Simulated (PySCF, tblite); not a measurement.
# C₈H₆F₈Si₄: electronic excitations, NMR shifts

Wanted: electronic excitations, NMR shifts for C₈H₆F₈Si₄ (`C[Si](F)(F)C#C[Si](F)(F)C#C[Si](F)(F)C#C[Si](C)(F)F`).

Programs: tblite 0.8.0 and PySCF 2.14.0, with routines of our own; each step states its level. All values are computed. Atoms count from 0.

## 1. The starting structure

26 atoms, charge 0, multiplicity 1; geometry from: force field, distance geometry or constructed start.

## 2. Geometry optimisation with GFN2-xTB

What the job is given:

```
{"job": {"kind": "relax", "xc": "GFN2-xTB", "basis": "xTB"}, "charge": 0, "multiplicity": 1}
C      7.738800     0.169000    -0.150400
Si     6.249300    -0.872400    -0.483000
F      6.321200    -2.171900     0.468900
F      6.281400    -1.342300    -2.014600
C      4.634200     0.009700    -0.156300
C      3.588300     0.574400     0.039400
Si     1.959700     1.440600     0.348100
F      1.915000     1.912000     1.885100
F      1.880500     2.730400    -0.593100
C      0.473800     0.350000     0.011500
C     -0.478700    -0.351500    -0.212200
Si    -1.962100    -1.440400    -0.551700
F     -1.880800    -2.731600     0.397000
F     -1.909700    -1.908900    -2.086700
C     -3.593800    -0.569700    -0.241400
C     -4.637100    -0.010300    -0.033100
Si    -6.252100     0.876700     0.278600
C     -7.735000    -0.174600    -0.050400
F     -6.317000     2.171400    -0.663500
F     -6.278900     1.346900     1.812800
H      8.655800    -0.377700    -0.343500
H      7.738900     1.063600    -0.784100
H      7.766200     0.509500     0.899500
H     -8.662300     0.376700     0.145600
H     -7.739100    -1.060000     0.586400
H     -7.769100    -0.505900    -1.088800
```

On the command line:

```bash
$ OMP_NUM_THREADS=1 python large_run.py task.json out
```

One launch serves the whole session: the jobs run in the order shown.

Output:

```text
step      E/eV     max force
  0   -1775.26111    1.394
  1   -1775.25487    2.842
  2   -1775.35260    0.391
  3   -1775.37903    0.358
  4   -1775.42384    1.234
  5   -1775.42158    1.545
  6   -1775.44204    0.215
  7   -1775.44824    0.191
  8   -1775.46210    0.418
  9   -1775.46842    0.372
 10   -1775.47142    0.106
 11   -1775.47230    0.207
 12   -1775.47280    0.297
 13   -1775.47347    0.096
 14   -1775.47389    0.041
 15   -1775.47406    0.058
 16   -1775.47418    0.034
 17   -1775.47428    0.021
 18   -1775.47438    0.031
 19   -1775.47446    0.037
 20   -1775.47452    0.021
 21   -1775.47455    0.009
```

It took 0.93 s on 1 thread of Arm Neoverse N1, shared host; peak memory 0.18 GiB.

Step by step: (the energy doesn't fall at every step)

```csv
step,energy from step 0 (eV),largest force (eV/Å)
0,0.0000,1.3941
1,0.0062,2.8423
2,-0.0915,0.3916
3,-0.1179,0.3578
4,-0.1627,1.2345
5,-0.1605,1.5448
6,-0.1809,0.2144
7,-0.1871,0.1913
8,-0.2010,0.4182
9,-0.2073,0.3723
10,-0.2103,0.1053
11,-0.2112,0.2064
12,-0.2117,0.2965
13,-0.2124,0.0956
14,-0.2128,0.0412
15,-0.2130,0.0581
16,-0.2131,0.0342
17,-0.2132,0.0210
18,-0.2133,0.0308
19,-0.2133,0.0360
20,-0.2134,0.0210
21,-0.2134,0.0091
```

Close pairs (by a distance rule), those that changed most:

```csv
bond,before (Å),after (Å),change (Å)
Si11–C14,1.875,1.841,-0.035
Si16–C17,1.847,1.880,+0.033
C0–Si1,1.848,1.880,+0.033
Si6–C9,1.874,1.842,-0.032
C5–Si6,1.870,1.841,-0.029
C10–Si11,1.871,1.842,-0.029
Si1–C4,1.869,1.848,-0.021
C15–Si16,1.869,1.847,-0.021
```

The final coordinates are the input of the step that follows.

## 3. Electronic excitations: TDDFT CAM-B3LYP/6-31G*

What the job is given:

```
{"job": {"kind": "uv", "basis": "6-31G*", "grid": 1, "kgrid": 0, "vcut": 1.5, "nstates": 6, "ntriplets": 2, "tda": false, "delta": [], "pop": true, "xc": "CAM-B3LYP"}, "charge": 0, "multiplicity": 1}
C      7.758783     0.207287    -0.137407
Si     6.237489    -0.847192    -0.468285
F      6.268769    -2.200268     0.388087
F      6.234521    -1.413402    -1.966509
C      4.613894    -0.018024    -0.168366
C      3.564486     0.546438     0.033093
Si     1.959792     1.395955     0.336694
F      1.908509     1.947885     1.834550
F      1.875822     2.732698    -0.533302
C      0.481422     0.347258     0.009033
C     -0.483808    -0.346023    -0.208063
Si    -1.961535    -1.395342    -0.536567
F     -1.877460    -2.732370     0.332991
F     -1.908587    -1.946356    -2.034687
C     -3.566323    -0.546206    -0.232849
C     -4.615381     0.018280    -0.029814
Si    -6.238182     0.848765     0.270066
C     -7.759425    -0.206104    -0.059245
F     -6.268525     2.200950    -0.587667
F     -6.234911     1.416722     1.767563
H      8.667167    -0.357368    -0.337357
H      7.775804     1.092119    -0.767428
H      7.798239     0.538371     0.896519
H     -8.668059     0.357949     0.141086
H     -7.775789    -1.090737     0.571005
H     -7.799340    -0.537714    -1.092928
```

Level: TDDFT CAM-B3LYP/6-31G*, vertical, gas phase, core orbitals frozen in the response, virtual orbitals cut by energy.

Output:

```text
start: PBE on a coarse grid of 26900 points
cycle   1  E = -2263.2798060605  dE =  2.474e+00  |g| = 1.748e+00  |ddm| = 5.659e+00
cycle   2  E = -2261.8864451514  dE =  1.393e+00  |g| = 3.357e+00  |ddm| = 3.771e+00
cycle   3  E = -2263.8177804039  dE = -1.931e+00  |g| = 4.113e-01  |ddm| = 2.615e+00
cycle   4  E = -2263.8559497881  dE = -3.817e-02  |g| = 1.644e-01  |ddm| = 4.999e-01
cycle   5  E = -2263.8561545626  dE = -2.048e-04  |g| = 1.604e-01  |ddm| = 2.119e-01
cycle   6  E = -2263.8629398331  dE = -6.785e-03  |g| = 1.326e-02  |ddm| = 1.222e-01
cycle   7  E = -2263.8629873244  dE = -4.749e-05  |g| = 3.690e-03  |ddm| = 1.684e-02
final grid: 118957 points
cycle   8  E = -2265.1757708665  dE = -1.497e-02  |g| = 1.326e-01  |ddm| = 3.891e-01
cycle   9  E = -2265.1751722198  dE =  5.986e-04  |g| = 1.522e-01  |ddm| = 1.750e-01
cycle  10  E = -2265.1787583537  dE = -3.586e-03  |g| = 8.969e-03  |ddm| = 9.734e-02
cycle  11  E = -2265.1787804838  dE = -2.213e-05  |g| = 3.146e-03  |ddm| = 1.222e-02
cycle  12  E = -2265.1787809265  dE = -4.427e-07  |g| = 9.372e-04  |ddm| = 4.795e-03
cycle  13  E = -2265.1787820440  dE = -1.117e-06  |g| = 4.674e-04  |ddm| = 9.631e-04
cycle  14  E = -2265.1787833372  dE = -1.293e-06  |g| = 6.414e-05  |ddm| = 3.676e-04
converged SCF energy = -2265.1787833372

Static polarisability (au): isotropic 147.395, principal 91.672 121.597 228.916

Singlet excitations
state   eV       nm        f      main configurations
  1   5.3417    232.1   0.00001   H->L 0.56, H-2->L+2 0.13, H-5->L+4 0.09
  2   5.4965    225.6   0.00000   H-2->L 0.34, H->L+2 0.27, H-3->L+1 0.09
  3   5.5998    221.4   0.00028   H-5->L 0.30, H-2->L+2 0.21, H-4->L+1 0.21
  4   5.6189    220.7   0.00180   H->L+1 0.34, H-1->L 0.29
  5   5.6681    218.7   0.00000   H-1->L+1 0.51, H-3->L+3 0.15, H-4->L+5 0.09
  6   5.7859    214.3   0.00000   H-3->L 0.24, H-2->L+1 0.22, H-1->L+2 0.18

Triplet excitations (Tamm-Dancoff, eV): 4.4593 4.6008
```

It took 1.7 min on 1 thread of Arm Neoverse N1, shared host; peak memory 0.62 GiB.

Frontier orbitals and where they lie:

```csv
orbital,eV,atoms
HOMO−4,-10.74,"C10 33 %, C9 33 %, C14 6 %"
HOMO−3,-10.49,"C14 23 %, C5 23 %, C15 23 %"
HOMO−2,-10.45,"C14 23 %, C5 23 %, C15 22 %"
HOMO−1,-10.39,"C4 17 %, C5 17 %, C15 17 %"
HOMO,-10.21,"C10 17 %, C9 17 %, C4 16 %"
LUMO,-0.97,"Si11 18 %, Si6 17 %, C9 14 %"
LUMO+1,-0.80,"C10 16 %, C9 16 %, Si11 13 %"
LUMO+2,-0.17,"C4 14 %, C15 14 %, C14 13 %"
LUMO+3,0.12,"C4 15 %, C15 15 %, C5 15 %"
```

Ground-state properties from the same run:

```csv
property,computed
dipole moment (D),0.01
polarisability (Å³),21.84
HOMO–LUMO gap (eV),9.24
−ε(HOMO) (eV),10.21
```

## 4. NMR shifts: GIAO KT3/pcSseg-1

Settings changed since step 3:

```diff
@@ -1,2 +1,2 @@
-{"job": {"kind": "uv", "basis": "6-31G*", "grid": 1, "kgrid": 0, "vcut": 1.5, "nstates": 6, "ntriplets": 2, "tda": false, "delta": [], "pop": true, "xc": "CAM-B3LYP"}, "charge": 0, "multiplicity": 1}
+{"job": {"kind": "nmr", "xc": "KT3", "basis": "pcSseg-1", "pop": false}, "charge": 0, "multiplicity": 1}
 C      7.758783     0.207287    -0.137407
```

Level: GIAO KT3/pcSseg-1 NMR shielding, non-relativistic, gas phase.

Output:

```text
start: PBE on a coarse grid of 26900 points
cycle   1  E = -2263.0052497622  dE =  2.348e+00  |g| = 1.730e+00  |ddm| = 5.671e+00
cycle   2  E = -2261.7493669604  dE =  1.256e+00  |g| = 3.310e+00  |ddm| = 3.477e+00
cycle   3  E = -2263.5032208908  dE = -1.754e+00  |g| = 3.953e-01  |ddm| = 2.423e+00
cycle   4  E = -2263.5360213789  dE = -3.280e-02  |g| = 1.461e-01  |ddm| = 4.510e-01
cycle   5  E = -2263.5357314484  dE =  2.899e-04  |g| = 1.479e-01  |ddm| = 1.711e-01
cycle   6  E = -2263.5413137174  dE = -5.582e-03  |g| = 1.234e-02  |ddm| = 1.005e-01
cycle   7  E = -2263.5413491119  dE = -3.539e-05  |g| = 4.073e-03  |ddm| = 1.717e-02
final grid: 248210 points
cycle   8  E = -2289.0471496277  dE = -3.650e-02  |g| = 5.257e-01  |ddm| = 1.134e+00
cycle   9  E = -2288.9621712642  dE =  8.498e-02  |g| = 8.844e-01  |ddm| = 9.675e-01
cycle  10  E = -2289.0802001197  dE = -1.180e-01  |g| = 1.010e-01  |ddm| = 6.914e-01
cycle  11  E = -2289.0817004840  dE = -1.500e-03  |g| = 1.300e-02  |ddm| = 1.043e-01
cycle  12  E = -2289.0817222447  dE = -2.176e-05  |g| = 8.623e-03  |ddm| = 1.629e-02
cycle  13  E = -2289.0817388085  dE = -1.656e-05  |g| = 4.129e-03  |ddm| = 8.161e-03
cycle  14  E = -2289.0817430351  dE = -4.227e-06  |g| = 8.513e-04  |ddm| = 3.651e-03
cycle  15  E = -2289.0817449342  dE = -1.899e-06  |g| = 2.519e-04  |ddm| = 7.239e-04
cycle  16  E = -2289.0817453369  dE = -4.027e-07  |g| = 9.365e-05  |ddm| = 2.627e-04
converged SCF energy = -2289.0817453369

GIAO shielding tensors (ppm)
atom      isotropic    diamagn.    paramagn.     s11        s22        s33       span
  0 C      184.784     250.061     -65.277    178.384    179.001    196.968     18.584
  1 Si     396.716     885.558    -488.841    351.120    391.379    447.650     96.531
  2 F      305.031     472.529    -167.499    230.617    327.545    356.930    126.312
  3 F      304.983     471.950    -166.967    230.578    327.494    356.877    126.298
  4 C       86.047     268.455    -182.408     -5.103     -4.508    267.753    272.856
  5 C       91.484     267.493    -176.009      3.489      4.863    266.100    262.611
  6 Si     443.911     886.789    -442.878    435.263    439.976    456.494     21.231
  7 F      298.040     472.466    -174.426    226.606    307.009    360.507    133.901
  8 F      298.027     471.808    -173.782    226.589    307.011    360.479    133.890
  9 C       89.546     268.880    -179.333      0.666      0.773    267.201    266.535
 10 C       89.522     268.899    -179.376      0.627      0.731    267.210    266.583
 11 Si     443.916     886.695    -442.779    435.207    440.012    456.529     21.321
 12 F      298.039     472.324    -174.284    226.600    307.027    360.491    133.891
 13 F      298.075     471.666    -173.591    226.635    307.067    360.522    133.887
 14 C       91.492     267.538    -176.046      3.503      4.882    266.092    262.590
 15 C       86.033     268.440    -182.407     -5.125     -4.524    267.747    272.872
 16 Si     396.731     885.655    -488.924    351.079    391.455    447.659     96.580
 17 C      184.799     250.001     -65.202    178.389    179.016    196.992     18.604
 18 F      305.041     472.068    -167.027    230.632    327.552    356.938    126.307
 19 F      305.035     472.682    -167.647    230.633    327.556    356.915    126.282
 20 H       31.142      15.789      15.353     26.722     28.157     38.546     11.824
 21 H       31.323      28.662       2.661     27.299     29.116     37.554     10.255
 22 H       31.322      29.034       2.288     27.298     29.117     37.552     10.255
 23 H       31.144      15.849      15.295     26.725     28.156     38.552     11.827
 24 H       31.325      28.925       2.400     27.301     29.120     37.554     10.254
 25 H       31.325      28.565       2.760     27.300     29.120     37.555     10.255
```

Wall time 39 s (1 thread of Arm Neoverse N1, shared host); peak memory 0.52 GiB.

Shifts follow as δ = σ(reference) − σ, with reference shieldings (ppm) from runs at the same level and on the same kind of geometry: 1H TMS 31.76, 13C TMS 184.7, 29Si TMS 361.7, 19F CFCl3 142.4. The references are single molecules in the gas phase, so shifts against H2O, NH3, PH3, H3PO4 or CFCl3 are not on the usual liquid scales and can be off by tens of ppm. Atoms listed in one row are averaged.

```csv
atoms,environment,σ (ppm),δ (ppm)
"C4, C15",alkyne carbon,86.0,98.7
"C9, C10",alkyne carbon,89.5,95.2
"C5, C14",alkyne carbon,91.5,93.2
"C0, C17",methyl carbon bonded to Si,184.8,-0.1
"H20, H21, H22, H23, H24, H25",hydrogen on a methyl carbon bonded to Si,31.26,0.50
"Si1, Si16","silicon bonded to 2 C, 2 F",396.7,-35.1
"Si6, Si11","silicon bonded to 2 C, 2 F",443.9,-82.2
"F7, F8, F12, F13",fluorine bonded to Si,298.0,-155.7
"F2, F3, F18, F19",fluorine bonded to Si,305.0,-162.7
```

## 5. Results

```
                                                                quantity                        value
                                       lowest singlet (CAM-B3LYP/6-31G*)  5.34 eV (232 nm), f = 0.000
                                brightest single state of those computed  state 4, 5.62 eV, f = 0.002
                                                          lowest triplet                      4.46 eV
  13C shifts against TMS (KT3/pcSseg-1, means over atoms taken as alike)   98.7, 95.2, 93.2, -0.1 ppm
   1H shifts against TMS (KT3/pcSseg-1, means over atoms taken as alike)                     0.50 ppm
 29Si shifts against TMS (KT3/pcSseg-1, means over atoms taken as alike)             -35.1, -82.2 ppm
19F shifts against CFCl3 (KT3/pcSseg-1, means over atoms taken as alike)           -155.7, -162.7 ppm
```

The lowest singlet, at 5.34 eV, is HOMO→LUMO 0.56, HOMO−2→LUMO+2 0.13 and is dark; of the 6 states computed, the strongest absorption comes from states 3 to 4 together at 5.62 eV. The lowest triplet lies 0.88 eV below the lowest singlet (triplets in Tamm-Dancoff, singlets in full TDDFT).
